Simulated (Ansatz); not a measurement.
# Ga3W: the cost of one run

Method: DFT PBE, scalar-relativistic, plane waves, PAW, in Ansatz 0.2.0.

### 1 The structure to begin with

Symmetry: P6_3/mmc, No. 194, hexagonal system. The conventional cell has a = 6.437 Å, b = 6.437 Å, c = 5.079 Å, α = 90.00°, β = 90.00°, γ = 120.00°. Around Ga (site symmetry mm2) lie 4 W at 3.14 to 3.22 Å and 8 Ga at 3.16 to 3.25 Å. Around W (site symmetry -6m2) lie 12 Ga at 3.14 to 3.22 Å.

Structure file:

```xyz
8
Lattice="6.4373 0.0000 0.0000 -3.2186 5.5749 0.0000 0.0000 0.0000 5.0791" Properties=species:S:1:pos:R:3 pbc="T T T"
Ga    1.6236    0.9374    3.8093
Ga    4.8137    0.9374    3.8093
Ga    3.2186    3.7001    3.8093
Ga    1.5951    4.6375    1.2698
Ga   -1.5951    4.6375    1.2698
Ga    0.0000    1.8747    1.2698
W     3.2186    1.8583    1.2698
W     0.0000    3.7166    3.8093
```

A structure generator made this guess: species swapped into a database cell of Pr3Ho (P6_3/mmc, No. 194), with Ga on the Pr sites and W on the Ho sites. Lengths come from tabulated atomic sizes and are only a guess.

### 2 A first look at the guess

Contents of input.yaml:

```yaml
crystal:
  lattice:
    - [6.43728607, 0.0, 0.0]
    - [-3.21864304, 5.57485327, 0.0]
    - [0.0, 0.0, 5.07913231]
  atoms:
    - { symbol: Ga, position: [0.33628175, 0.16814087, 0.75] }
    - { symbol: Ga, position: [0.83185913, 0.16814087, 0.75] }
    - { symbol: Ga, position: [0.83185913, 0.66371825, 0.75] }
    - { symbol: Ga, position: [0.66371825, 0.83185913, 0.25] }
    - { symbol: Ga, position: [0.16814087, 0.83185913, 0.25] }
    - { symbol: Ga, position: [0.16814087, 0.33628175, 0.25] }
    - { symbol: W, position: [0.66666667, 0.33333333, 0.25] }
    - { symbol: W, position: [0.33333333, 0.66666667, 0.75] }
basis:
  ecutwfc: 420
kpoints:
  mp_grid: { grid: [3, 3, 4] }
hamiltonian:
  xc: pbe
scf:
  occupations: { method: gaussian, width: 0.1 }
  lower_state_search: "off"
output:
  forces: true
  stress: true
  eigenvalues: true
```

Command:

```bash
$ ansatz run input.yaml --threads 1 --pin off --max-ram 2560MiB --backend cpu --events-out ev --progress --plain --runs-dir out
```

**Question.** How long does this run take on 1 thread of Intel Xeon 6975P-C (Granite Rapids), shared host, and how much memory does it need?

About 3 s, with a peak of 0.49 GiB.
